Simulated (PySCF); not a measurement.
# C3H8Ge (Ge(eta1-allyl)H3): the cost of one run

Programs: PySCF 2.14.0, with density-fitted response routines of our own. Each step states its level of theory. These are calculated values for one molecule in the gas phase, unless marked as measured. Atoms are numbered from 0 throughout.

### 1 Starting geometry

12 atoms, charge 0, multiplicity 1; geometry from: GFN2-xTB. The atoms were then displaced at random by about 0.03 Å, so the start is not that level's minimum.

Bonds of the start (Å): Ge0–C1 1.96, Ge0–H9 1.44, Ge0–H10 1.59, Ge0–H11 1.45, C1–C2 1.47, C1–H4 1.10, C1–H5 1.08, C2–C3 1.26, C2–H6 1.17, C3–H7 1.13, C3–H8 1.07.

### 2 Relaxing the molecule at PBE0-D3(BJ)/def2-SVP

Job settings and geometry (Å):

```
{"job": {"xc": "PBE0", "basis": "def2-SVP", "d3": "d3bj", "grid": 1, "maxiter": 40, "shake": 0.03, "kind": "geom"}, "charge": 0, "multiplicity": 1}
Ge    -0.012190    -0.787350    -1.651590
C     -0.088070    -0.784420     0.310930
C      0.450160     0.467360     0.859250
C     -0.084560     1.420830     1.490130
H      0.507410    -1.657170     0.599550
H     -1.106140    -0.895930     0.662020
H      1.607720     0.588400     0.747610
H     -1.201380     1.338630     1.637020
H      0.272680     2.324420     1.940800
H      1.301880    -0.544970    -2.175940
H     -0.922390     0.420660    -2.144260
H     -0.609670    -1.973230    -2.224540
```

Command:

```bash
$ OMP_NUM_THREADS=1 python probes_run.py task.json out
```

This one command runs all jobs of the session in turn.

Q: Estimate the wall time and peak memory of this first job on 1 thread of Arm Neoverse V2, shared host.

About 29 s, with a peak of 0.45 GiB.
